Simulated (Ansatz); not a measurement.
Working through the orbital character of the bands of Lu₃Si, space group Pm-3m

Computed with the Python package of Ansatz (0.2.0).

Notebook, run cell by cell (the value of a cell's last expression is shown):

In [1]:
```python
from pathlib import Path

import ansatz
import pandas as pd
from pymatgen.core import Lattice, Structure
from pymatgen.io.ase import AseAtomsAdaptor
```

In [2]:
```python
pmg_structure = Structure(
    Lattice([[4.541419, 0.0, 0.0], [0.0, 4.541419, 0.0], [0.0, 0.0, 4.541419]]),
    ['Lu', 'Lu', 'Lu', 'Si'],
    [
        [0.0, 0.5, 0.5],
        [0.5, 0.0, 0.5],
        [0.5, 0.5, 0.0],
        [0.0, 0.0, 0.0],
    ],
)
lu3si = ansatz.Crystal.from_ase(AseAtomsAdaptor.get_atoms(pmg_structure))
```

In [3]:
```python
points = {'G': (0.0, 0.0, 0.0), 'X': (0.0, 0.5, 0.0), 'M': (0.5, 0.5, 0.0), 'R': (0.5, 0.5, 0.5)}
model = (
    lu3si.calculation()
    .functional(ansatz.Functional.PBESOL)
    .basis(420, density_ratio=6)
    .kpoints(spacing=0.23)
    .occupations('Gaussian', width=0.05)
    .scf(tolerance=1e-08, self_checks='high')
    .band_structure(list(points.values()), intervals=1)
    .fat_bands()
)
done = model.run()
data = done.report
```

In [4]:
```python
{key: value for key, value in data.items() if isinstance(value, (int, float)) and 'ev' in key}
```
Out [4]:
```text
{'gap_by_band_count_ev': -1.7560826605743713,
 'fermi_energy_ev': 14.504975094357325,
 'harris_foulkes_ev': -44457.056135316496,
 'free_energy_ev': -44457.05613531367,
 'internal_energy_ev': -44457.04775501393,
 'lagrangian_ev': -44457.05613531367,
 'energy_sigma0_ev': -44457.0519451638,
 'lagrangian_sigma0_ev': -44457.0519451638,
 'lagrangian_above_aufbau_ev': -0.005621955219730461,
 'entropy_ts_ev': 0.008380299738018637,
 'loop_fermi_energy_ev': 14.504975094357325,
 'occupations_fermi_energy_ev': 14.50497509435621}
```

In [5]:
```python
type(done).__name__, type(data).__name__
```
Out [5]:
```text
('RunOutcome', 'dict')
```

In [6]:
```python
file = Path(done.write_results('results')) / 'fatbands.tsv'
names = file.read_text().splitlines()[0].lstrip('# ').split('\t')
table = pd.read_csv(file, sep='\t', comment='#', names=names)
near = table[table.e_minus_ef.abs() < 2]
for ik, label in enumerate(points):
    print(label)
    for _, row in near[near.ik == ik].iterrows():
        main = row[names[4:]].astype(float).nlargest(2)
        print(f'   band {int(row.band):3d} {row.e_minus_ef:7.3f} eV  ' + ', '.join(f'{k} {v:.2f}' for k, v in main.items()))
```
```text
G
   band  35  -1.673 eV  lu2_l2_5D 0.54, lu0_l2_5D 0.26
   band  36  -1.673 eV  lu1_l2_5D 0.50, lu0_l2_5D 0.35
   band  37  -0.746 eV  lu0_l2_5D 0.38, lu1_l2_5D 0.37
   band  38  -0.746 eV  lu2_l2_5D 0.39, lu0_l2_5D 0.33
   band  39  -0.746 eV  lu2_l2_5D 0.36, lu1_l2_5D 0.35
   band  40  -0.570 eV  si3_l1_3P 0.92, lu0_l1_5P 0.01
   band  41  -0.570 eV  si3_l1_3P 0.92, lu0_l1_5P 0.01
   band  42  -0.570 eV  si3_l1_3P 0.92, lu2_l1_5P 0.01
X
   band  35  -1.950 eV  lu0_l2_5D 0.43, lu2_l2_5D 0.43
   band  36  -1.806 eV  si3_l1_3P 0.45, lu0_l2_5D 0.35
   band  37  -1.806 eV  si3_l1_3P 0.45, lu2_l2_5D 0.35
   band  38  -0.024 eV  lu0_l2_5D 0.50, lu2_l2_5D 0.50
   band  39   0.116 eV  lu1_l2_5D 0.93, lu0_l1_5P 0.01
   band  40   1.076 eV  lu1_l0_6S 0.71, si3_l0_3S 0.25
   band  41   1.213 eV  lu1_l2_5D 0.89, lu0_l1_5P 0.01
   band  42   1.213 eV  lu1_l2_5D 0.89, lu2_l1_5P 0.01
   band  43   1.930 eV  lu0_l2_5D 0.39, lu2_l2_5D 0.39
   band  44   1.983 eV  lu1_l2_5D 0.95, lu0_l3_4F 0.00
M
   band  37  -1.876 eV  lu2_l0_6S 0.69, lu2_l2_5D 0.24
   band  38   0.254 eV  lu1_l2_5D 0.48, lu0_l2_5D 0.42
   band  39   0.254 eV  lu0_l2_5D 0.48, lu1_l2_5D 0.42
   band  40   0.335 eV  lu0_l2_5D 0.48, lu1_l2_5D 0.48
   band  41   1.460 eV  lu2_l2_5D 0.92, lu0_l1_5P 0.02
   band  42   1.460 eV  lu2_l2_5D 0.92, lu1_l1_5P 0.02
   band  43   1.857 eV  lu2_l2_5D 0.69, lu2_l0_6S 0.26
R
   band  37  -1.912 eV  si3_l1_3P 0.92, lu1_l1_5P 0.01
   band  38  -1.912 eV  si3_l1_3P 0.92, lu0_l1_5P 0.01
   band  39  -1.912 eV  si3_l1_3P 0.92, lu0_l1_5P 0.01
   band  40   0.967 eV  lu0_l1_5P 0.00, lu1_l1_5P 0.00
   band  41   1.985 eV  lu0_l2_5D 0.56, lu2_l2_5D 0.24
   band  42   1.985 eV  lu1_l2_5D 0.46, lu2_l2_5D 0.34
   band  43   1.985 eV  lu2_l2_5D 0.43, lu1_l2_5D 0.33
```

These settings explore the input space; cutoff and mesh may be short of convergence. The computed bands are complete only to about 3.3 eV above the Fermi level. Only differences from the Fermi energy are physical; the zero of the scale is a convention. A gap by band count of zero or less means overlapping bands, a metal, and at an odd count of electrons it is no gap at all. The structure comes from a database of computed cells and needn't be a stable or known phase. Gaps and levels are Kohn-Sham values on a finite set of k-points, without spin-orbit coupling. Energies are less the Fermi level and bands count from 0. Only the largest channels are printed, equivalent atoms hold more, and in degenerate sets the split between sites is arbitrary; shells that the potentials lack have no channel. Run time: 9.4 s on 1 thread of Arm Neoverse V1, with other jobs on the host, peak memory 0.54 GiB.
